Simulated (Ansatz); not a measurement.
# CH4BFO2: one molecule under many settings

How do the results and run time of CH4BFO2 respond when the settings are drawn wide?

The runs use Ansatz 0.2.0, Gaussian basis; the settings change from run to run.

## 1. The geometry

The structure was relaxed beforehand with PBE0-D4 in a triple-zeta def2 set.

9 atoms, charge 0, spin multiplicity 1.

Atoms are counted from 1 here; the program's logs count them from 0.

Bond lengths: B1–C2 1.593 Å, B1–O3 1.349 Å, B1–H6 1.197 Å, C2–O4 1.371 Å, C2–F5 1.414 Å, C2–H7 1.093 Å, O3–H8 0.960 Å, O4–H9 0.964 Å. Angles: C2–B1–O3 115.2°, C2–B1–H6 122.9°, O3–B1–H6 121.8°, B1–C2–O4 115.2°, B1–C2–F5 103.0°, B1–C2–H7 115.5°, O4–C2–F5 110.1°, O4–C2–H7 107.1°, F5–C2–H7 105.4°, B1–O3–H8 114.7°, C2–O4–H9 108.7°.

As a file:

| atom | x (Å) | y (Å) | z (Å) |
| --- | --- | --- | --- |
| B1 | -0.1299 | -0.1455 | -0.8032 |
| C2 | 0.4155 | 0.7465 | 0.3981 |
| O3 | -0.8266 | -1.2407 | -0.4352 |
| O4 | -0.1397 | 0.4788 | 1.6226 |
| F5 | 1.7975 | 0.4469 | 0.4150 |
| H6 | 0.0991 | 0.1011 | -1.9524 |
| H7 | 0.3547 | 1.8277 | 0.2470 |
| H8 | -1.0948 | -1.8090 | -1.1610 |
| H9 | -0.3874 | -0.4523 | 1.6522 |

## 2. BHLYP/aug-cc-pVTZ

Options: atoms shaken by 0.15 Å, finite nuclei.

Contents of in.yaml:

```yaml
crystal:
  periodic: [false, false, false]
  atoms:
    - {symbol: B, position_ang: [0.048939, -0.386957, -0.725582]}
    - {symbol: C, position_ang: [0.758101, 0.945759, 0.520158]}
    - {symbol: O, position_ang: [-0.594923, -1.381023, -0.348287]}
    - {symbol: O, position_ang: [-0.072960, 0.577735, 1.515970]}
    - {symbol: F, position_ang: [1.730902, 0.246360, 0.245921]}
    - {symbol: H, position_ang: [0.117261, 0.178224, -1.924312]}
    - {symbol: H, position_ang: [0.343224, 1.919870, 0.286681]}
    - {symbol: H, position_ang: [-1.209274, -1.732218, -1.243284]}
    - {symbol: H, position_ang: [-0.509069, -0.185995, 1.671909]}
basis:
  gaussian: {orbitals: aug-cc-pVTZ, nuclear_model: gaussian}
hamiltonian: {xc: {name: BHLYP}}
```

Started as:

```bash
ansatz run in.yaml --threads 2 --pin off --events-out ev --progress --plain --max-ram 4352MiB
```

The log of the run:

```text
Functional definition: BHLYP
  name "BHLYP"
  cite "Becke, J. Chem. Phys. 98, 1372 (1993) doi:10.1063/1.464304"
  cite "Becke, Phys. Rev. A 38, 3098 (1988) doi:10.1103/PhysRevA.38.3098"
  cite "Lee, Yang & Parr, Phys. Rev. B 37, 785 (1988) doi:10.1103/PhysRevB.37.785"
  parameter a = 0.5
  exchange = (1 - a)*b88_x + a*exact_x
  correlation = lyp_c
1425 factors; their error is unknown
mean field evaluation 1: about -8577.0720 eV, gradient 6.4e1 eV
mean field evaluation 2: about -8574.9432 eV, gradient 7.4e1 eV
mean field evaluation 4: about -8583.7719 eV, gradient 2.8e0 eV
mean field evaluation 8: about -8583.7845 eV, gradient 4.1e-2 eV
mean field evaluation 16: about -8583.7914 eV, gradient 1.6e-4 eV
mean field -8583.79138157 eV, -315.4485149700 hartree, gradient 2.1e-5 eV, S^2 0.000000; 0 other end points of the search recorded, 0 dependent functions left out
reference -8583.79158889 eV, -315.4485225888 hartree; 20, 20 occupied and 302, 302 virtual orbitals, 1425 factors
Total energy: -8583.79158889 eV, -315.4485225888 hartree
```

Run time: 6 s. Hardware: 2 threads of Arm Neoverse V2, shared host; peak memory 0.69 GiB.

## 3. r2SCAN0/STO-3G

Set apart from the defaults: charge +1, multiplicity 2, atoms shaken by 0.03 Å, a point charge of 2.00 e beside it, D3(BJ) dispersion.

Contents of in.yaml:

```yaml
crystal:
  periodic: [false, false, false]
  atoms:
    - {symbol: B, position_ang: [-0.115669, -0.166813, -0.772377]}
    - {symbol: C, position_ang: [0.404110, 0.728456, 0.426300]}
    - {symbol: O, position_ang: [-0.875266, -1.286562, -0.436840]}
    - {symbol: O, position_ang: [-0.180180, 0.473872, 1.642142]}
    - {symbol: F, position_ang: [1.787943, 0.406704, 0.474402]}
    - {symbol: H, position_ang: [0.099294, 0.134580, -1.959057]}
    - {symbol: H, position_ang: [0.310855, 1.873041, 0.231389]}
    - {symbol: H, position_ang: [-1.070241, -1.737807, -1.122776]}
    - {symbol: H, position_ang: [-0.387235, -0.439843, 1.680456]}
basis:
  gaussian: {orbitals: STO-3G, point_charges: [{charge: 2.00, position_ang: [6.467, -0.654, -0.950]}]}
total_charge: 1
magnetization: {spin_polarized: true, initial_magnetization: 1}
hamiltonian: {xc: {name: r2SCAN0}, dispersion: d3bj}
```

Launched as before.

The log of the run (excerpt; [...] marks lines left out):

```text
Warning: the engine holds no damping parameters fitted to this dispersion correction and functional, so the run takes those fitted to r2scan0 beside the three-body term, which d3bj leaves out (hamiltonian.dispersion, under Limitations)
Functional definition: r2SCAN0
  name "r2SCAN0"
  cite "Bursch, Neugebauer, Ehlert & Grimme, J. Chem. Phys. 156, 134105 (2022) doi:10.1063/5.0086040"
  cite "Furness, Kaplan, Ning, Perdew & Sun, J. Phys. Chem. Lett. 11, 8208 (2020) doi:10.1021/acs.jpclett.0c02405"
  cite "Furness, Kaplan, Ning, Perdew & Sun, J. Phys. Chem. Lett. 11, 9248 (2020) doi:10.1021/acs.jpclett.0c03077"
  parent r2scan
[...]
415 factors; integrals over basis functions are off by at most 7.5e-5 eV
[...]
mean field -8455.04666599 eV, -310.7172339387 hartree, gradient 2.7e-5 eV, S^2 0.760143; 2 other end points of the search recorded, 0 dependent functions left out
reference -8455.04667039 eV, -310.7172341005 hartree; 20, 19 occupied and 9, 10 virtual orbitals, 415 factors
Total energy: -8455.08627452 eV, -310.7186895254 hartree
```

Run time: 2 s. Hardware: 2 threads of Arm Neoverse V2, shared host.

⟨S²⟩ 0.760.

## 4. wB97/def2-TZVP

Contents of in.yaml:

```yaml
crystal:
  periodic: [false, false, false]
  atoms:
    - {symbol: B, position_ang: [-0.129881, -0.145530, -0.803214]}
    - {symbol: C, position_ang: [0.415518, 0.746509, 0.398116]}
    - {symbol: O, position_ang: [-0.826552, -1.240691, -0.435215]}
    - {symbol: O, position_ang: [-0.139716, 0.478757, 1.622551]}
    - {symbol: F, position_ang: [1.797472, 0.446885, 0.414956]}
    - {symbol: H, position_ang: [0.099088, 0.101067, -1.952382]}
    - {symbol: H, position_ang: [0.354701, 1.827716, 0.246982]}
    - {symbol: H, position_ang: [-1.094757, -1.808997, -1.161012]}
    - {symbol: H, position_ang: [-0.387375, -0.452315, 1.652218]}
basis:
  gaussian: {orbitals: def2-TZVP}
hamiltonian: {xc: {name: wB97}}
output: {forces: true}
```

The command is unchanged.

The log of the run (excerpt; [...] marks lines left out):

```text
Functional definition: wB97
  name "wB97"
  cite "Chai & Head-Gordon, J. Chem. Phys. 128, 084106 (2008) doi:10.1063/1.2834918"
  cite "Becke, J. Chem. Phys. 107, 8554 (1997) doi:10.1063/1.475007"
[...]
  # The coefficients of nought are those of the uniform gas.
[...]
      + integral(e_c_pw_opposite_spin*poly(b97_u_opposite, 1, cos1, cos2, cos3, cos4))
983 factors; their error is unknown
325 factors; integrals over basis functions are off by at most 1.9e-5 eV
[...]
mean field -8592.68268596 eV, -315.7752643794 hartree, gradient 5.5e-5 eV, S^2 0.000000; 0 other end points of the search recorded, 0 dependent functions left out
[...]
reference -8592.68267661 eV, -315.7752640359 hartree; 20, 20 occupied and 159, 159 virtual orbitals, 983 factors
Total energy: -8592.68267661 eV, -315.7752640359 hartree
Atom 0 at    -0.129881    -0.145530    -0.803214 Å, force     0.168723     0.249445    -0.168776 eV/Å
Atom 1 at     0.415518     0.746509     0.398116 Å, force    -0.148228     0.280071    -0.130323 eV/Å
Atom 2 at    -0.826552    -1.240691    -0.435215 Å, force    -0.210846    -0.337533     0.103361 eV/Å
Atom 3 at    -0.139716     0.478757     1.622551 Å, force    -0.086224    -0.050676     0.208614 eV/Å
Atom 4 at     1.797472     0.446885     0.414956 Å, force     0.309835    -0.086652     0.009709 eV/Å
Atom 5 at     0.099088     0.101067    -1.952382 Å, force     0.009668     0.007191    -0.045811 eV/Å
Atom 6 at     0.354701     1.827716     0.246982 Å, force     0.006453     0.034315    -0.001332 eV/Å
Atom 7 at    -1.094757    -1.808997    -1.161012 Å, force    -0.024880    -0.039583    -0.001258 eV/Å
Atom 8 at    -0.387375    -0.452315     1.652218 Å, force    -0.024501    -0.056578     0.025817 eV/Å
Dipole moment:    -0.455638    -0.348209    -0.507931 e Å
```

It took 6 s on 2 threads of Arm Neoverse V2, shared host.

Largest force 0.411 eV/Å, dipole 3.68 D.

## 5. CAM-B3LYP/cc-pVTZ

Options: multiplicity 3, coordinates scaled by 0.92.

Contents of in.yaml:

```yaml
crystal:
  periodic: [false, false, false]
  atoms:
    - {symbol: B, position_ang: [-0.119491, -0.133888, -0.738957]}
    - {symbol: C, position_ang: [0.382277, 0.686788, 0.366267]}
    - {symbol: O, position_ang: [-0.760428, -1.141435, -0.400398]}
    - {symbol: O, position_ang: [-0.128539, 0.440456, 1.492746]}
    - {symbol: F, position_ang: [1.653674, 0.411134, 0.381760]}
    - {symbol: H, position_ang: [0.091161, 0.092981, -1.796191]}
    - {symbol: H, position_ang: [0.326325, 1.681499, 0.227223]}
    - {symbol: H, position_ang: [-1.007177, -1.664277, -1.068131]}
    - {symbol: H, position_ang: [-0.356385, -0.416130, 1.520040]}
basis:
  gaussian: {orbitals: cc-pVTZ}
magnetization: {spin_polarized: true, initial_magnetization: 2}
hamiltonian: {xc: {name: CAM-B3LYP}}
```

Same command.

The log of the run (excerpt; [...] marks lines left out):

```text
Functional definition: CAM-B3LYP
  name "CAM-B3LYP"
  cite "Yanai, Tew & Handy, Chem. Phys. Lett. 393, 51 (2004) doi:10.1016/j.cplett.2004.06.011"
  cite "Iikura, Tsuneda, Yanai & Hirao, J. Chem. Phys. 115, 3540 (2001) doi:10.1063/1.1383587"
  cite "Becke, Phys. Rev. A 38, 3098 (1988) doi:10.1103/PhysRevA.38.3098"
  cite "Lee, Yang & Parr, Phys. Rev. B 37, 785 (1988) doi:10.1103/PhysRevB.37.785"
  cite "Vosko, Wilk & Nusair, Can. J. Phys. 58, 1200 (1980) doi:10.1139/p80-159"
[...]
  # Exact exchange under (alpha + beta erf(omega r))/r, Becke's under what is left of 1/r.
[...]
1096 factors; their error is unknown
255 factors; integrals over basis functions are off by at most 1.2e-5 eV
[...]
mean field -8582.95151264 eV, -315.4176503560 hartree, gradient 6.7e-5 eV, S^2 2.004179; 0 other end points of the search recorded, 0 dependent functions left out
reference -8582.95161852 eV, -315.4176542469 hartree; 21, 19 occupied and 185, 187 virtual orbitals, 1096 factors
Total energy: -8582.95161852 eV, -315.4176542469 hartree
```

Run time: 6 s. Hardware: 2 threads of Arm Neoverse V2, shared host; peak memory 0.6 GiB.

⟨S²⟩ 2.004.

## 6. B2PLYP/6-31G

Contents of in.yaml:

```yaml
crystal:
  periodic: [false, false, false]
  atoms:
    - {symbol: B, position_ang: [-0.129881, -0.145530, -0.803214]}
    - {symbol: C, position_ang: [0.415518, 0.746509, 0.398116]}
    - {symbol: O, position_ang: [-0.826552, -1.240691, -0.435215]}
    - {symbol: O, position_ang: [-0.139716, 0.478757, 1.622551]}
    - {symbol: F, position_ang: [1.797472, 0.446885, 0.414956]}
    - {symbol: H, position_ang: [0.099088, 0.101067, -1.952382]}
    - {symbol: H, position_ang: [0.354701, 1.827716, 0.246982]}
    - {symbol: H, position_ang: [-1.094757, -1.808997, -1.161012]}
    - {symbol: H, position_ang: [-0.387375, -0.452315, 1.652218]}
basis:
  gaussian: {orbitals: 6-31G}
hamiltonian: {xc: {name: B2PLYP}}
```

Same command.

The log of the run (excerpt; [...] marks lines left out):

```text
Functional definition: B2PLYP
  name "B2PLYP"
  cite "Grimme, J. Chem. Phys. 124, 034108 (2006) doi:10.1063/1.2148954"
  cite "Becke, Phys. Rev. A 38, 3098 (1988) doi:10.1103/PhysRevA.38.3098"
  cite "Lee, Yang & Parr, Phys. Rev. B 37, 785 (1988) doi:10.1103/PhysRevB.37.785"
[...]
606 factors; integrals over basis functions are off by at most 2.6e-4 eV
[...]
mean field -8572.88061765 eV, -315.0475517913 hartree, gradient 3.7e-6 eV, S^2 0.000000; 0 other end points of the search recorded, 0 dependent functions left out
5 core orbitals not correlated: weight in the atoms' cores, before any rotation towards them, 1.000 or more for the frozen orbitals, at most 0.000 for the correlated occupied ones
reference -8572.88072516 eV, -315.0475557423 hartree; 15, 15 occupied and 33, 33 virtual orbitals, 606 factors
second order -17.10032274 eV of doubles, -0.00000000 eV of singles
Total energy: -8577.49781230 eV, -315.2172305652 hartree
```

It took 0.95 s on 2 threads of Arm Neoverse V2, shared host.

## 7. r2SCAN0/ANO-RCC-VTZP

This run has atoms shaken by 0.08 Å, D4 dispersion.

Contents of in.yaml:

```yaml
crystal:
  periodic: [false, false, false]
  atoms:
    - {symbol: B, position_ang: [-0.264860, -0.130229, -0.916929]}
    - {symbol: C, position_ang: [0.370111, 0.779008, 0.325270]}
    - {symbol: O, position_ang: [-0.812219, -1.177249, -0.407272]}
    - {symbol: O, position_ang: [-0.110025, 0.526324, 1.600919]}
    - {symbol: F, position_ang: [1.809349, 0.346354, 0.564027]}
    - {symbol: H, position_ang: [0.108680, 0.070382, -1.822746]}
    - {symbol: H, position_ang: [0.371753, 1.681286, 0.114040]}
    - {symbol: H, position_ang: [-1.153363, -1.963531, -1.054991]}
    - {symbol: H, position_ang: [-0.327199, -0.473461, 1.577600]}
basis:
  gaussian: {orbitals: ANO-RCC-VTZP}
hamiltonian: {xc: {name: r2SCAN0}, dispersion: d4}
output: {forces: true}
```

Same command.

The log of the run (excerpt; [...] marks lines left out):

```text
Functional definition: r2SCAN0
  name "r2SCAN0"
  cite "Bursch, Neugebauer, Ehlert & Grimme, J. Chem. Phys. 156, 134105 (2022) doi:10.1063/5.0086040"
  cite "Furness, Kaplan, Ning, Perdew & Sun, J. Phys. Chem. Lett. 11, 8208 (2020) doi:10.1021/acs.jpclett.0c02405"
  cite "Furness, Kaplan, Ning, Perdew & Sun, J. Phys. Chem. Lett. 11, 9248 (2020) doi:10.1021/acs.jpclett.0c03077"
  parent r2scan
[...]
1372 factors; their error is unknown
[...]
mean field -8592.58391540 eV, -315.7716346282 hartree, gradient 3.5e-5 eV, S^2 0.000000; 0 other end points of the search recorded, 0 dependent functions left out
[...]
reference -8592.58393300 eV, -315.7716352751 hartree; 20, 20 occupied and 186, 186 virtual orbitals, 1372 factors
Total energy: -8592.62077745 eV, -315.7729892839 hartree
Relativity: scalar
Atom 0 at    -0.264860    -0.130229    -0.916929 Å, force     0.969555     0.625289     7.806664 eV/Å
Atom 1 at     0.370111     0.779008     0.325270 Å, force     1.082009    -9.664598     3.190495 eV/Å
Atom 2 at    -0.812219    -1.177249    -0.407272 Å, force    -3.202706    -5.506004    -2.005239 eV/Å
Atom 3 at    -0.110025     0.526324     1.600919 Å, force    -1.524609    -2.234283    -1.377166 eV/Å
Atom 4 at     1.809349     0.346354     0.564027 Å, force    -1.608220     0.794902    -1.856342 eV/Å
Atom 5 at     0.108680     0.070382    -1.822746 Å, force     1.868225     1.322154    -7.289805 eV/Å
Atom 6 at     0.371753     1.681286     0.114040 Å, force     0.539768     8.713613    -1.243338 eV/Å
Atom 7 at    -1.153363    -1.963531    -1.054991 Å, force     1.403234     3.222925     2.458524 eV/Å
Atom 8 at    -0.327199    -0.473461     1.577600 Å, force     0.472745     2.726002     0.316207 eV/Å
Dipole moment:    -0.677802    -0.417694    -0.700888 e Å
```

It took 12 s on 2 threads of Arm Neoverse V2, shared host; peak memory 0.65 GiB.

Largest force 10.235 eV/Å, dipole 5.09 D.

## 8. rPW86-PBE/def2-SVPD

This run has charge +1, multiplicity 2, atoms shaken by 0.15 Å, D4 dispersion, the search for lower states set to full.

Contents of in.yaml:

```yaml
crystal:
  periodic: [false, false, false]
  atoms:
    - {symbol: B, position_ang: [-0.204310, -0.218924, -0.773645]}
    - {symbol: C, position_ang: [0.411852, 0.974843, 0.150315]}
    - {symbol: O, position_ang: [-0.525971, -1.251873, -0.465414]}
    - {symbol: O, position_ang: [-0.281706, 0.268050, 1.632179]}
    - {symbol: F, position_ang: [1.879019, 0.169919, 0.573817]}
    - {symbol: H, position_ang: [-0.017576, 0.139710, -1.939919]}
    - {symbol: H, position_ang: [0.284771, 1.943276, 0.222990]}
    - {symbol: H, position_ang: [-1.230362, -1.798278, -1.220809]}
    - {symbol: H, position_ang: [-0.190723, -0.579867, 1.580941]}
basis:
  gaussian: {orbitals: def2-SVPD}
total_charge: 1
magnetization: {spin_polarized: true, initial_magnetization: 1}
hamiltonian: {xc: {name: rPW86-PBE}, dispersion: d4}
scf: {lower_state_search: full}
```

Same command.

The log of the run (excerpt; [...] marks lines left out):

```text
Functional definition: rPW86-PBE
  name "rPW86-PBE"
  cite "Murray, Lee & Langreth, J. Chem. Theory Comput. 5, 2754 (2009) doi:10.1021/ct900365q"
  cite "Perdew, Burke & Ernzerhof, Phys. Rev. Lett. 77, 3865 (1996) doi:10.1103/PhysRevLett.77.3865"
  parent pbe
[...]
1139 factors; their error is unknown
[...]
mean field -8584.34104239 eV, -315.4687146326 hartree, gradient 2.1e-5 eV, S^2 0.756319; 8 other end points of the search recorded, 0 dependent functions left out
reference -8584.34117045 eV, -315.4687193384 hartree; 20, 19 occupied and 121, 122 virtual orbitals, 1139 factors
Total energy: -8584.47286014 eV, -315.4735588454 hartree
```

Run time: 31 s. Hardware: 2 threads of Arm Neoverse V2, shared host.

⟨S²⟩ 0.756.

## 9. rPW86-PBE/6-31++G**

Set apart from the defaults: atoms shaken by 0.03 Å, D4 dispersion.

Contents of in.yaml:

```yaml
crystal:
  periodic: [false, false, false]
  atoms:
    - {symbol: B, position_ang: [-0.102576, -0.122611, -0.776151]}
    - {symbol: C, position_ang: [0.390479, 0.779388, 0.375866]}
    - {symbol: O, position_ang: [-0.812379, -1.272900, -0.430776]}
    - {symbol: O, position_ang: [-0.143609, 0.506682, 1.598433]}
    - {symbol: F, position_ang: [1.818770, 0.388317, 0.355363]}
    - {symbol: H, position_ang: [0.083262, 0.089813, -1.946710]}
    - {symbol: H, position_ang: [0.320670, 1.843818, 0.289781]}
    - {symbol: H, position_ang: [-1.085895, -1.823055, -1.131774]}
    - {symbol: H, position_ang: [-0.342925, -0.487872, 1.651081]}
basis:
  gaussian: {orbitals: "6-31++G**"}
hamiltonian: {xc: {name: rPW86-PBE}, dispersion: d4}
output: {forces: true}
```

Same command.

The log of the run (excerpt; [...] marks lines left out):

```text
Functional definition: rPW86-PBE
  name "rPW86-PBE"
  cite "Murray, Lee & Langreth, J. Chem. Theory Comput. 5, 2754 (2009) doi:10.1021/ct900365q"
  cite "Perdew, Burke & Ernzerhof, Phys. Rev. Lett. 77, 3865 (1996) doi:10.1103/PhysRevLett.77.3865"
  parent pbe
[...]
1081 factors; their error is unknown
[...]
mean field -8606.70774467 eV, -316.2906757807 hartree, gradient 1.8e-5 eV, S^2 0.000000; 0 other end points of the search recorded, 0 dependent functions left out
[...]
reference -8606.70791251 eV, -316.2906819485 hartree; 20, 20 occupied and 99, 99 virtual orbitals, 1081 factors
Total energy: -8606.85604843 eV, -316.2961258432 hartree
Atom 0 at    -0.102576    -0.122611    -0.776151 Å, force    -1.012886    -1.382956    -1.517874 eV/Å
Atom 1 at     0.390479     0.779388     0.375866 Å, force     0.110110    -0.498221     0.391412 eV/Å
Atom 2 at    -0.812379    -1.272900    -0.430776 Å, force     1.093902     2.084648     1.984260 eV/Å
Atom 3 at    -0.143609     0.506682     1.598433 Å, force    -0.672917    -1.756368     1.280694 eV/Å
Atom 4 at     1.818770     0.388317     0.355363 Å, force     0.281238     0.242595    -0.034033 eV/Å
Atom 5 at     0.083262     0.089813    -1.946710 Å, force     0.094985     0.105679     0.130089 eV/Å
Atom 6 at     0.320670     1.843818     0.289781 Å, force     0.381397     0.993882    -0.410850 eV/Å
Atom 7 at    -1.085895    -1.823055    -1.131774 Å, force    -0.509674    -1.225066    -1.768529 eV/Å
Atom 8 at    -0.342925    -0.487872     1.651081 Å, force     0.233845     1.435808    -0.055169 eV/Å
Dipole moment:    -0.466045    -0.284430    -0.420335 e Å
```

It took 4.4 s on 2 threads of Arm Neoverse V2, shared host.

Largest force 3.079 eV/Å, dipole 3.31 D.

## 10. The runs in one table

| level | charge | multiplicity | geometry | functions | energy (eV) | time |
| --- | --- | --- | --- | --- | --- | --- |
| BHLYP/aug-cc-pVTZ | 0 | 1 | shaken | 322 | -8583.792 | 6 s |
| r2SCAN0/STO-3G | 1 | 2 | shaken, point charge | 29 | -8455.086 | 2 s |
| wB97/def2-TZVP | 0 | 1 | relaxed | 179 | -8592.683 | 6 s |
| CAM-B3LYP/cc-pVTZ | 0 | 3 | scaled | 206 | -8582.952 | 6 s |
| B2PLYP/6-31G | 0 | 1 | relaxed | 53 | -8577.498 | 0.95 s |
| r2SCAN0/ANO-RCC-VTZP | 0 | 1 | shaken | 206 | -8592.621 | 12 s |
| rPW86-PBE/def2-SVPD | 1 | 2 | shaken | 141 | -8584.473 | 31 s |
| rPW86-PBE/6-31++G** | 0 | 1 | shaken | 119 | -8606.856 | 4.4 s |

## 11. Outcome

| quantity | value |
| --- | --- |
| runs | 8 |
| quickest | B2PLYP/6-31G, 0.95 s |
| slowest | rPW86-PBE/def2-SVPD, 31 s |
| spread of total energies, same state and geometry | 15.2 eV |

What this shows: Run time spans a factor of 33, from B2PLYP/6-31G to rPW86-PBE/def2-SVPD. The jobs differ in tasks and options as well as level. Total energies at one charge and spin differ by 15 eV between levels, so only differences within one level mean anything. At the PBE0-D4/def2-TZVP geometry and in the same state, runs without warnings or point charges leave forces up to 0.41 eV/Å (wB97/def2-TZVP), against 10.2 eV/Å where the atoms were moved.
